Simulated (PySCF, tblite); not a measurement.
**C₅H₁₆Si₂: geometry, infrared bands and NMR shifts**

What infrared bands and NMR shifts should C₅H₁₆Si₂ (`CCCCC([SiH3])[SiH3]`) show?

The runs use tblite 0.8.0 and PySCF 2.14.0, with density-fitted response routines of our own; the level of theory stands in each step. All values are computed, except where a source is named. Atoms count from 0, in the outputs and in this text.

## (1) The starting structure

23 atoms, charge 0, multiplicity 1; geometry from: force field or distance geometry start.

Bonds of the start (Å): C0–C1 1.53, C1–C2 1.52, C2–C3 1.55, C3–C4 1.55, C4–Si5 1.89, C4–Si6 1.89, C0–H7 1.09, C0–H8 1.10, C0–H9 1.08, C1–H10 1.09, C1–H11 1.10, C2–H12 1.09, C2–H13 1.09, C3–H14 1.11, C3–H15 1.08, C4–H16 1.09, Si5–H17 1.49, Si5–H18 1.48, Si5–H19 1.50, Si6–H20 1.48, Si6–H21 1.48, Si6–H22 1.48.

## (2) Geometry optimisation with GFN2-xTB

What the job is given:

```
{"job": {"kind": "relax", "xc": "GFN2-xTB", "basis": "xTB"}, "charge": 0, "multiplicity": 1}
C      3.514400    -0.455400    -0.550800
C      2.344000     0.443600    -0.137800
C      1.050100    -0.351700    -0.028600
C     -0.123300     0.566100     0.385900
C     -1.452500    -0.208700     0.589500
Si    -2.798300     0.804400     1.445200
Si    -2.330300    -0.752500    -0.989100
H      3.325500    -0.894200    -1.527700
H      3.666200    -1.264400     0.172600
H      4.426100     0.128800    -0.607300
H      2.237200     1.252500    -0.854400
H      2.578200     0.891800     0.843000
H      0.823100    -0.806800    -0.993100
H      1.160900    -1.162300     0.691900
H      0.153300     1.046400     1.345100
H     -0.241700     1.371200    -0.324900
H     -1.261700    -1.087700     1.206200
H     -4.006500    -0.016700     1.714200
H     -3.150000     2.012800     0.661400
H     -2.263300     1.266300     2.764500
H     -2.652300     0.411700    -1.851100
H     -1.440600    -1.658600    -1.751000
H     -3.563400    -1.509300    -0.669300
```

Started as:

```bash
> OMP_NUM_THREADS=1 python probes_run.py task.json out
```

The driver reads the jobs from task.json and runs them one after another.

**Question.** This job is followed by: GFN2-xTB harmonic vibrations, gas phase; GIAO PBE0/pcSseg-1 NMR shielding, non-relativistic, gas phase. What will the session give for the following? strongest single infrared mode (GFN2-xTB); zero-point energy (GFN2-xTB); 13C shifts against TMS (PBE0/pcSseg-1); 1H shifts against TMS (PBE0/pcSseg-1, means over atoms taken as alike); 29Si shifts against TMS (PBE0/pcSseg-1, means over atoms taken as alike); surface potential, 1st and 99th percentile.

The runs gave:

| quantity | value |
| --- | --- |
| strongest single infrared mode (GFN2-xTB) | 2267 cm⁻¹, 692 km/mol |
| zero-point energy (GFN2-xTB) | 117.2 kcal/mol |
| 13C shifts against TMS (PBE0/pcSseg-1) | 41.0, 35.2, 28.5, 17.1, 3.9 ppm |
| 1H shifts against TMS (PBE0/pcSseg-1, means over atoms taken as alike) | 3.92, 1.50, 1.33, 1.32, 1.09, 0.19 ppm |
| 29Si shifts against TMS (PBE0/pcSseg-1, means over atoms taken as alike) | -66.4 ppm |
| surface potential, 1st and 99th percentile | -0.08 V and 0.85 V |

What this shows: Relaxing lowered the energy by 0.158 eV in 80 steps; the close pair that moved most is Si5–H19, from 1.497 to 1.467 Å. No mode is imaginary among the 63: a minimum at this level. The strongest single mode, at 2267 cm⁻¹, moves mainly H17 and H22. GFN2-xTB is a fitted tight-binding method: band positions and strengths are rough. Its intensities can rank the bands wrongly. At PBE0/pcSseg-1: The widest tensor belongs to Si5, Si6: span 99 ppm, with a paramagnetic part of -465 ppm.
